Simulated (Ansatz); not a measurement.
# Br (diamond type): a single-point run

Aim: a sound single-point run of Br (diamond type). The structure is shown as the input types it.

Computed with Ansatz 0.2.0 (DFT, LDA, all-electron PAW with datasets made for the crystal, scalar-relativistic, unless a step's input says otherwise).

### 1 Starting point

Symmetry: Fd-3m, No. 227, cubic system. The conventional cell has a = 4.957 Å, b = 4.957 Å, c = 4.957 Å, α = 90.00°, β = 90.00°, γ = 90.00°. Around Br (site symmetry -43m) lie 4 Br at 2.15 Å.

Coordinates:

```cif
data_structure
_symmetry_space_group_name_H-M 'P 1'
_symmetry_Int_Tables_number 1
_cell_length_a 3.5052
_cell_length_b 3.5052
_cell_length_c 3.5052
_cell_angle_alpha 60.000
_cell_angle_beta 60.000
_cell_angle_gamma 60.000
_cell_volume 30.45
loop_
_atom_site_label
_atom_site_type_symbol
_atom_site_fract_x
_atom_site_fract_y
_atom_site_fract_z
_atom_site_occupancy
Br1 Br 0.87500 0.87500 0.87500 1
Br2 Br 0.12500 0.12500 0.12500 1
```

### 2 The run

input.yaml

```yaml
crystal:
  lattice:
    - [0.0, 2.4785801722, 2.4785801722]
    - [2.4785801722, 0.0, 2.4785801722]
    - [2.4785801722, 2.4785801722, 0.0]
  atoms:
    - { symbol: Br, position: [-0.125, -0.125, -0.125] }
    - { symbol: Br, position: [0.125, 0.125, 0.125] }
kpoints:
  mp_grid: { grid: [11, 10, 12] }
scf:
  occupations: { method: fermi_dirac, width: 0.08 }
  max_iter: 75
hamiltonian:
  xc: lda
  pseudopotentials: { kind: all_electron, datasets: crystal }
output:
  forces: true
  stress: true
  eigenvalues: true
```

On the command line:

```console
$ ansatz run input.yaml --threads 1 --pin off --max-ram 2048MiB --backend cpu --events-out ev --progress --plain --runs-dir out
```

What happens when this is run?

The program finished normally, with warnings (crystal datasets made, symmetry narrowed by mesh). It gives a pressure of 137 GPa, which is large; a structure far from rest gives such values too, whatever the setting.

Look at the input: kpoints.mp_grid.grid is [11, 10, 12]. What could go wrong: uneven k-mesh. It still converged here, which does not make the setting sound.

Run again and compare: set kpoints.mp_grid.grid to [11, 11, 11].
